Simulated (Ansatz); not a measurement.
**Palladium, simple cubic under r²SCAN: from relaxation to bulk modulus**

Aim: take palladium in the simple cubic structure, relax it, solve it on a dense k-mesh, switch on spin-orbit coupling, then scale the cell to 7 volumes from 88 to 112 % of the relaxed one and try a fit of the equation of state. The start is antiferromagnetic (G-type). The k-meshes are 11×11×11 for the relaxation; 17×17×17 for the dense run; 11×11×11 for spin-orbit coupling; 12×12×12 for the volumes.

This is Pd in the simple cubic structure; at room conditions it is fcc.

Computed with Ansatz 0.2.0 (DFT r2SCAN, plane waves (500 eV) with PAW, scalar-relativistic; the PAW data stem from PBE, with regenerated cores, unless a step says otherwise).

## Step 1: The system as given

Symmetry: Pm-3m, No. 221, cubic system. The conventional cell has a = 2.514 Å, b = 2.514 Å, c = 2.514 Å, α = 90.00°, β = 90.00°, γ = 90.00°. Around Pd (site symmetry m-3m) lie 6 Pd at 2.51 Å.

As a file:

```
CELL_PARAMETERS angstrom
0.00000 2.51410 2.51410
2.51410 0.00000 2.51410
2.51410 2.51410 0.00000
ATOMIC_POSITIONS crystal
Pd 0.00000 0.00000 0.00000
Pd 0.50000 0.50000 0.50000
```

The atoms start with moments of +0.5, -0.5 μB.

## Step 2: Geometry optimisation

The input, input.yaml:

```yaml
crystal:
  lattice:
    - [0.0, 2.5140960172, 2.5140960172]
    - [2.5140960172, 0.0, 2.5140960172]
    - [2.5140960172, 2.5140960172, 0.0]
  atoms:
    - { symbol: Pd, position: [0.0, 0.0, 0.0], spin: 0.5 }
    - { symbol: Pd, position: [0.5, 0.5, 0.5], spin: -0.5 }
hamiltonian:
  xc: r2scan
  pseudopotentials:
    kind: paw
    azcp:
      Pd: "pseudopotentials/Pd.paw.azcp"
basis:
  ecutwfc: 500
  fft_grid_basis: typed
kpoints:
  mp_grid: { grid: [11, 11, 11], shift: [0, 0, 0] }
magnetization:
  spin_polarized: true
scf:
  occupations: { method: fermi_dirac, width: 0.05 }
relax:
  max_steps: 60
  f_tol: 0.01
  cell: {}
```

On the command line:

```console
$ ansatz run input.yaml --threads 1 --pin off --max-ram 3584MiB --backend cpu --events-out ev --progress --plain --runs-dir out
```

After this run come: Dense single point; A two-component run at the same geometry; The cell scaled to 88 % of its volume; The cell scaled to 92 % of its volume; The cell scaled to 96 % of its volume; The cell scaled to 100 % of its volume; The cell scaled to 104 % of its volume; The cell scaled to 108 % of its volume; The cell scaled to 112 % of its volume.

**Question.** What will these runs give? Wanted: space group; conventional cell; volume; shortest distance; gap on the mesh; magnetic state; V₀, B₀, B₀′.

As calculated:

| quantity | value |
| --- | --- |
| space group (spins left aside) | Pm-3m (No. 221) |
| conventional cell | a = 2.588 Å |
| volume | 17.324 Å³/atom |
| shortest distance | 2.588 Å |
| gap on the mesh | none (levels filled in part) |
| magnetic state | non-magnetic |
| V₀, B₀, B₀′ | 17.338 Å³/atom, 136 GPa, 5.4 |

In words: The relaxation enlarged the cell by 9.0 % in volume. The moments die out: the run ends non-magnetic. Levels at the Fermi energy are filled in part, as in a metal. Totals with and without spin-orbit coupling (+7.3 eV/atom apart) can't be read as binding, since the two-component data shift the zero of energy. The fitted modulus is 136 GPa. Relaxation kept the symmetry; phonons were not checked.
